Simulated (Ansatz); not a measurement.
Crystal: TaSiAs.

```
Ta As Si
1.0
     3.49900    0.00000    0.00000
     0.00000    3.49900    0.00000
     0.00000    0.00000    7.85700
Ta As Si
2 2 2
Direct
  0.00000 0.50000 0.74400
  0.50000 0.00000 0.25600
  0.00000 0.50000 0.39100
  0.50000 0.00000 0.60900
  0.50000 0.50000 0.00000
  0.00000 0.00000 0.00000
```

| Item | Value |
| --- | --- |
| Program | Ansatz 0.2.0 |
| Task | relaxation of cell and atoms |
| Functional | RPBE |
| Potentials or basis | Ansatz PAW |
| Cutoff | 420 eV (not typed: the program's choice for these potentials) |
| k mesh | 8 × 8 × 4 |
| Occupations | fermi-dirac, width 0.05 eV |
| Spin | no spin polarisation |

At the start: volume 16.03 Å³/atom.

Task: How do energy, volume and symmetry change on relaxing?

Result: It ends after 7 steps and the volume is 16.58 Å³/atom (+3.4 %); space group P4/nmm (No. 129, to 0.05 Å).

Step by step:
```tsv
step	energy change (eV)	largest force (eV/Å)	volume (Å³)
1	0.0000	0.1852	96.19
2	-0.0112	0.2729	102.19
3	-0.0549	0.1343	99.79
4	-0.0573	0.0410	99.52
5	-0.0577	0.0156	99.50
6	-0.0577	0.0028	99.49
7	-0.0586	0.0027	99.49
```

Final structure:
```
Ta As Si
1.0
     3.53547    0.00000    0.00000
     0.00000    3.53547    0.00000
     0.00000    0.00000    7.95978
Ta As Si
2 2 2
Direct
  0.00000 0.50000 0.74591
  0.50000 0.00000 0.25409
  0.00000 0.50000 0.38908
  0.50000 0.00000 0.61092
  0.50000 0.50000 0.00000
  0.00000 0.00000 0.00000
```

Caveat: the plane-wave basis is chosen anew once the cell has moved, so the energies of steps on either side of that aren't comparable; the PAW data sets come from PBE, with cores solved anew for the run's functional, which leaves a small shift of forces and pressure.
